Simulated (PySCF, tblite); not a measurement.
# C₈H₇NPS−: geometry, infrared bands and NMR shifts

Aim: predict the infrared bands and NMR shifts of C₈H₇NPS− (`c1csc([P-]n2cccc2)c1`).

Computed with tblite 0.8.0 and PySCF 2.14.0, with density-fitted response routines of our own, on a single molecule in the gas phase. Atoms count from 0, in the outputs and in this text.

## 1. Starting geometry

18 atoms, charge -1, multiplicity 1; geometry from: force field or distance geometry start.

Bonds of the start (Å): C0–C1 1.36, C1–S2 1.72, S2–C3 1.90, C3–P4 1.82, P4–N5 1.76, N5–C6 1.35, C6–C7 1.39, C7–C8 1.38, C8–C9 1.39, C3–C10 1.36, C10–C0 1.34, C9–N5 1.34, C0–H11 1.11, C1–H12 1.08, C6–H13 1.09, C7–H14 1.07, C8–H15 1.08, C9–H16 1.09, C10–H17 1.11.

## 2. Optimising the geometry with GFN2-xTB

What the job is given:

```
{"job": {"kind": "relax", "xc": "GFN2-xTB", "basis": "xTB"}, "charge": -1, "multiplicity": 1}
C     -3.002700     0.586900    -1.454900
C     -3.283500     1.561200    -0.550800
S     -2.393500     1.344100     0.904100
C     -1.598700    -0.209700     0.160100
P     -0.391300    -1.340000     0.916500
N      1.216400    -0.858900     0.379900
C      2.362800    -1.567700     0.421300
C      3.349300    -0.741200    -0.101400
C      2.797900     0.470600    -0.470700
C      1.451700     0.357900    -0.142500
C     -2.127500    -0.353000    -1.088600
H     -3.509900     0.584000    -2.447800
H     -3.972100     2.391800    -0.661300
H      2.507300    -2.582600     0.791800
H      4.392300    -0.949000    -0.240300
H      3.275200     1.336100    -0.900900
H      0.742700     1.172200    -0.313800
H     -1.825200    -1.196100    -1.742000
```

Started as:

```
OMP_NUM_THREADS=1 python probes_run.py task.json out
```

This one command runs all jobs of the session in turn.

**Question.** This job is followed by: GFN2-xTB harmonic vibrations, gas phase; GIAO PBE0/pcSseg-1 NMR shielding, non-relativistic, gas phase. Predict these results of the whole session: strongest single infrared mode (GFN2-xTB); zero-point energy (GFN2-xTB); 13C shifts against TMS (PBE0/pcSseg-1, means over atoms taken as alike); 1H shifts against TMS (PBE0/pcSseg-1, means over atoms taken as alike); 33S shifts against CS2 (PBE0/pcSseg-1); 31P shifts against H3PO4 (PBE0/pcSseg-1); 15N shifts against NH3 (PBE0/pcSseg-1).

As calculated:

```
                                                               quantity                                         value
                              strongest single infrared mode (GFN2-xTB)                         1425 cm⁻¹, 316 km/mol
                                           zero-point energy (GFN2-xTB)                                 78.8 kcal/mol
13C shifts against TMS (PBE0/pcSseg-1, means over atoms taken as alike)  189.4, 133.9, 128.6, 110.8, 109.7, 108.7 ppm
 1H shifts against TMS (PBE0/pcSseg-1, means over atoms taken as alike)              6.82, 6.02, 5.95, 5.65, 5.45 ppm
                                 33S shifts against CS2 (PBE0/pcSseg-1)                                       170 ppm
                               31P shifts against H3PO4 (PBE0/pcSseg-1)                                     120.8 ppm
                                 15N shifts against NH3 (PBE0/pcSseg-1)                                     203.9 ppm
```

**Reading.** Over 132 steps the energy fell by 1.085 eV; of the close pairs, S2–C3 changed most, 1.897 to 1.755 Å. No mode is imaginary among the 48: a minimum at this level. The strongest single mode, at 1425 cm⁻¹, moves mainly C10 and C3. Unscaled tight-binding wavenumbers are off by several per cent, some by more. Its intensities can rank the bands wrongly. At PBE0/pcSseg-1: The widest tensor belongs to P4: span 442 ppm, with a paramagnetic part of -770 ppm. NICS(1)zz of -17 ppm above the planar ring from C0 marks a diatropic (aromatic) ring current. NICS(1)zz of -30 ppm above the planar ring from N5 marks a diatropic (aromatic) ring current.
